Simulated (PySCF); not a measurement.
# Accurate constants of AsN, step by step

The task here is to estimate one member of a computed series from the others.

Method: CCSD(T) on RHF, scalar-relativistic core potentials; program: PySCF 2.14.0.

Set-up of the first run:

* molecule: AsN
* state: singlet, unpaired electrons none
* smaller basis: As cc-pwCVDZ-PP with ECP10, N aug-cc-pVDZ
* larger basis: As cc-pwCVTZ-PP with ECP10, N aug-cc-pVTZ
* frozen core orbitals: 5
* extrapolation: correlation as n⁻³ (n = 2, 3), Hartree–Fock as (n+1)·exp(−9√n)
* corrections: core–valence correlation
* distances (Å): 1.4160, 1.4804, 1.5448, 1.6091, 1.6735, 1.7540, 1.8344
* masses (u): 74.9216, 14.0031
* dissociation limit: As + N

Started as:

```console
OMP_NUM_THREADS=4 python comp.py task.json out
```

One of the session's tables, all rows but one given; the rest of the session is left out.

Parts of the energy along the bond, in eV from As + N:

| R (Å) | HF/CBS | CCSD corr. | (T) | core–valence |
| --- | --- | --- | --- | --- |
| 1.4160 | 0.932 | -3.854 | -0.4495 | -0.0232 |
| 1.4804 | 0.172 | -3.957 | -0.4955 | -0.0172 |
| 1.5448 | ? | ? | ? | ? |
| 1.6091 | -0.061 | -4.238 | -0.6037 | -0.0080 |
| 1.6735 | 0.239 | -4.408 | -0.6657 | -0.0044 |
| 1.7540 | 0.849 | -4.642 | -0.7502 | -0.0006 |
| 1.8344 | 1.625 | -4.895 | -0.8423 | 0.0025 |

Estimate the missing values for R (Å) = 1.5448.

Worked estimate for «HF/CBS». A straight line through the neighbours (1.4804, 0.172) and (1.6091, -0.061) gives 0.172 + (-0.061 − 0.172) × (1.5448 − 1.4804) / (1.6091 − 1.4804) = 0.055; a parabola fitted to 4 rows on both sides gives -0.121.

The run gave: HF/CBS: -0.115; CCSD corr.: -4.086; (T): -0.5470; core–valence: -0.0122. In «HF/CBS» the line misses by +0.170 and the parabola by -0.006.

Limits of these values: Spin–orbit coupling and excitations beyond (T) are left out. An extrapolation from double and triple zeta is rough, so this isn't yet the limit.
